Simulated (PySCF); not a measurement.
# C3H2BBrCl2: the cost of one run

Computed with PySCF 2.14.0, with density-fitted response routines of our own, on a single molecule in the gas phase. Atoms count from 0, in the outputs and in this text.

### 1 Starting geometry

9 atoms, charge 0, multiplicity 1; geometry from: GFN2-xTB. The atoms were then displaced at random by about 0.01 Å, so the start is not that level's minimum.

Bonds of the start (Å): Cl0–B1 1.72, B1–Cl2 1.71, B1–C3 1.47, C3–C4 1.35, C4–Br5 1.84, C4–C6 1.47, C6–C3 1.55, C6–H7 1.08, C6–H8 1.10.

### 2 Relaxing the molecule at PBE0-D3(BJ)/def2-SVP

Job settings and geometry (Å):

```
{"job": {"xc": "PBE0", "basis": "def2-SVP", "d3": "d3bj", "grid": 1, "shake": 0.01, "kind": "geom"}, "charge": 0, "multiplicity": 1}
Cl     2.374670     1.797680    -0.056380
B      1.648140     0.241940    -0.074060
Cl     2.651930    -1.142500    -0.166140
C      0.185070     0.092790    -0.010120
C     -1.064190     0.598560     0.052820
Br    -2.151250     2.080020     0.152760
C     -1.030480    -0.875630     0.020640
H     -1.310390    -1.379220    -0.895640
H     -1.245680    -1.430800     0.942380
```

Command:

```console
$ OMP_NUM_THREADS=1 python probes_run.py task.json out
```

One launch serves the whole session: the jobs run in the order shown.

**Question.** How long does this first job take on 1 thread of Arm Neoverse N1, shared host, and how much memory does it need?

About 96 s, with a peak of 0.52 GiB.
